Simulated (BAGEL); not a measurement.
**UHF/3-21G (density fitting with qzvpp-jkfit) run of GeSiH5O (SMILES [SiH2][O][GeH3])**

Aim: the energy change on altering one bond length of GeSiH5O at UHF/3-21G (density fitting with qzvpp-jkfit), from 2 runs. 

Program for the calculation: BAGEL 1.2.2.

2 further runs of the same task are left out: 1 that didn't finish, 1 set aside as unsound or not needed.

**1. The structure to begin with**

GeSiH5O: 8 atoms, total charge 0, spin state doublet. SMILES: `[SiH2][O][GeH3]`. The coordinates come from a PBE0-D4/def2-TZVP relaxation. This is one conformer, not always the lowest.

Bond lengths: Si1–O2 1.636 Å, O2–Ge3 1.780 Å, Si1–H4 1.492 Å, Si1–H5 1.498 Å, Ge3–H6 1.537 Å, Ge3–H7 1.536 Å, Ge3–H8 1.532 Å. Angles: Si1–O2–Ge3 134.3°, O2–Si1–H4 108.0°, O2–Si1–H5 110.6°, O2–Ge3–H6 108.3°, O2–Ge3–H7 108.0°, O2–Ge3–H8 105.4°, H4–Si1–H5 109.9°, H6–Ge3–H7 111.2°, H6–Ge3–H8 111.9°, H7–Ge3–H8 111.8°.

**2. A single-point energy at UHF/3-21G (density fitting with qzvpp-jkfit)**

The input, job.json:

```json
{ "bagel": [

{
  "title": "molecule",
  "basis": "3-21g",
  "df_basis": "qzvpp-jkfit",
  "angstrom": true,
  "geometry": [
    { "atom": "Si", "xyz": [      -0.550600,       1.206300,      -1.211300 ] },
    { "atom": "O", "xyz": [      -0.346600,      -0.291400,      -0.586500 ] },
    { "atom": "Ge", "xyz": [       0.665200,      -0.969000,       0.712400 ] },
    { "atom": "H", "xyz": [      -1.828800,       1.215500,      -1.979900 ] },
    { "atom": "H", "xyz": [      -0.604100,       2.231300,      -0.119900 ] },
    { "atom": "H", "xyz": [       0.649600,       0.011800,       1.896300 ] },
    { "atom": "H", "xyz": [       2.086900,      -1.150300,       0.160500 ] },
    { "atom": "H", "xyz": [       0.020300,      -2.311100,       1.072500 ] }
  ]
},

{ "title": "uhf", "nopen": 1 },

{ "title": "print", "file": "orbitals.molden", "orbitals": true }

]}
```

On the command line:

```console
$ BAGEL_NUM_THREADS=1 BAGEL job.json > job.out
```

Log:

```text
* using 1 threads per process

  ===============================================================
  ===============================================================

  *** Geometry ***

  { "atom" : "Si", "xyz" : [     -1.040483,      2.279577,     -2.289025 ] },
  { "atom" : "O", "xyz" : [     -0.654979,     -0.550666,     -1.108324 ] },
  { "atom" : "Ge", "xyz" : [      1.257046,     -1.831145,      1.346241 ] },
  { "atom" : "H", "xyz" : [     -3.455931,      2.296962,     -3.741469 ] },
  { "atom" : "H", "xyz" : [     -1.141584,      4.216546,     -0.226578 ] },
  { "atom" : "H", "xyz" : [      1.227566,      0.022299,      3.583488 ] },
  { "atom" : "H", "xyz" : [      3.943669,     -2.173752,      0.303301 ] },
  { "atom" : "H", "xyz" : [      0.038361,     -4.367346,      2.026731 ] },

  Number of auxiliary basis functions:      561

  Since a DF basis is specified, we compute 2- and 3-index integrals:
    o Being stored without compression. Storage requirement is 0.013 GB

  Number of basis functions:       54
  Number of electrons      :       59

    * METHOD: MOLECULE                             0.21

  *** Open-shell HF ***

  === Nuclear Repulsion ===
   254.8029133422

      * DIIS with orbital gradients will be used.

  === UHF iteration (3-21g) ===
      0      -2429.96587520          0.04437076           0.10
      1      -2430.03608740          0.03392844           0.10
      2      -2430.06661306          0.02437402           0.10
      3      -2430.09618956          0.00091316           0.10
      4      -2430.09642193          0.00023698           0.10
      5      -2430.09645631          0.00009223           0.10
      6      -2430.09646648          0.00001698           0.10
      7      -2430.09646783          0.00000721           0.10
      8      -2430.09646820          0.00000282           0.10
      9      -2430.09646825          0.00000095           0.10
     10      -2430.09646825          0.00000026           0.10
     11      -2430.09646825          0.00000012           0.10
     12      -2430.09646825          0.00000004           0.10
     13      -2430.09646825          0.00000001           0.10
     14      -2430.09646825          0.00000000           0.10
    * SCF iteration converged.

    * S^2 (UHF) is 0.7525

    * Permanent dipole moment:
           (   -0.542177,    -0.060404,    -0.349340) a.u.

    * METHOD: UHF                                  1.61

    * METHOD: PRINT                                0.01

  ===============================================================
```

It took 2 s on 1 thread of Arm Neoverse V2, shared host; peak memory 0.099 GiB.

**3. The distorted shape, same level**

The input, input.json:

```json
{ "bagel": [

{
  "title": "molecule",
  "basis": "3-21g",
  "df_basis": "qzvpp-jkfit",
  "angstrom": true,
  "geometry": [
    { "atom": "Si", "xyz": [    0.088520,    1.201700,   -0.826988 ] },
    { "atom": "O", "xyz": [    0.292520,   -0.296000,   -0.202188 ] },
    { "atom": "Ge", "xyz": [    1.304320,   -0.973600,    1.096712 ] },
    { "atom": "H", "xyz": [   -1.828800,    1.215500,   -1.979900 ] },
    { "atom": "H", "xyz": [    0.035020,    2.226700,    0.264412 ] },
    { "atom": "H", "xyz": [    1.288720,    0.007200,    2.280612 ] },
    { "atom": "H", "xyz": [    2.726020,   -1.154900,    0.544812 ] },
    { "atom": "H", "xyz": [    0.659420,   -2.315700,    1.456812 ] }
  ]
},
{ "title": "uhf", "nopen": 1 },
{ "title": "print", "file": "orbitals.molden", "orbitals": true }

]}
```

On the command line:

```console
$ BAGEL_NUM_THREADS=1 BAGEL input.json > input.out
```

Log:

```text
* using 1 threads per process

  ===============================================================
  ===============================================================

  *** Geometry ***

  { "atom" : "Si", "xyz" : [      0.167279,      2.270884,     -1.562781 ] },
  { "atom" : "O", "xyz" : [      0.552783,     -0.559359,     -0.382080 ] },
  { "atom" : "Ge", "xyz" : [      2.464808,     -1.839837,      2.072485 ] },
  { "atom" : "H", "xyz" : [     -3.455931,      2.296962,     -3.741469 ] },
  { "atom" : "H", "xyz" : [      0.066178,      4.207853,      0.499666 ] },
  { "atom" : "H", "xyz" : [      2.435328,      0.013606,      4.309732 ] },
  { "atom" : "H", "xyz" : [      5.151431,     -2.182445,      1.029545 ] },
  { "atom" : "H", "xyz" : [      1.246123,     -4.376039,      2.752976 ] },

  Number of auxiliary basis functions:      561

  Since a DF basis is specified, we compute 2- and 3-index integrals:
    o Being stored without compression. Storage requirement is 0.013 GB

  Number of basis functions:       54
  Number of electrons      :       59

    * METHOD: MOLECULE                             0.21

  *** Open-shell HF ***

  === Nuclear Repulsion ===
   252.2235007159

      * DIIS with orbital gradients will be used.

  === UHF iteration (3-21g) ===
      0      -2429.88970303          0.04429661           0.10
      1      -2429.96239318          0.03472415           0.10
      2      -2429.99436797          0.02537668           0.10
      3      -2430.02683685          0.00099846           0.10
      4      -2430.02827496          0.00049974           0.10
      5      -2430.02913021          0.00048391           0.10
      6      -2430.02962896          0.00047933           0.10
      7      -2430.03158188          0.00034056           0.10
      8      -2430.03152334          0.00035561           0.10
      9      -2430.03222463          0.00004333           0.10
     10      -2430.03221702          0.00003771           0.10
     11      -2430.03223123          0.00001517           0.10
     12      -2430.03223358          0.00000705           0.10
     13      -2430.03223370          0.00000260           0.10
     14      -2430.03223373          0.00000085           0.10
     15      -2430.03223373          0.00000026           0.10
     16      -2430.03223373          0.00000011           0.10
     17      -2430.03223373          0.00000004           0.10
     18      -2430.03223373          0.00000003           0.10
     19      -2430.03223373          0.00000001           0.10
     20      -2430.03223373          0.00000000           0.10
    * SCF iteration converged.

    * S^2 (UHF) is 0.9375

    * Permanent dipole moment:
           (   -0.763958,     0.095789,    -0.752507) a.u.

    * METHOD: UHF                                  2.24

    * METHOD: PRINT                                0.01

  ===============================================================
```

Wall time 2.6 s (1 thread of Arm Neoverse V2, shared host); peak memory 0.1 GiB.

**4. Outcome**

At UHF/3-21G (density fitting with qzvpp-jkfit):

| quantity | value |
| --- | --- |
| first shape: total energy | -2430.09647 Eh |
| first shape: dipole moment | 1.65 D |
| first shape: ⟨S²⟩ | 0.752 |
| distorted shape: total energy | -2430.03223 Eh |
| distorted shape: dipole moment | 2.74 D |
| distorted shape: ⟨S²⟩ | 0.938 |
| energy change with the Si1–H4 bond stretched from 1.492 to 2.237 Å | 1.748 eV |

**Reading.** With the Si1–H4 bond stretched from 1.492 to 2.237 Å the energy rises by 1.75 eV (169 kJ/mol). The first shape isn't relaxed at this level, so the change isn't measured from a minimum. ⟨S²⟩ (distorted shape) is 0.94 where a pure doublet has 0.75: the reference is spin-contaminated.
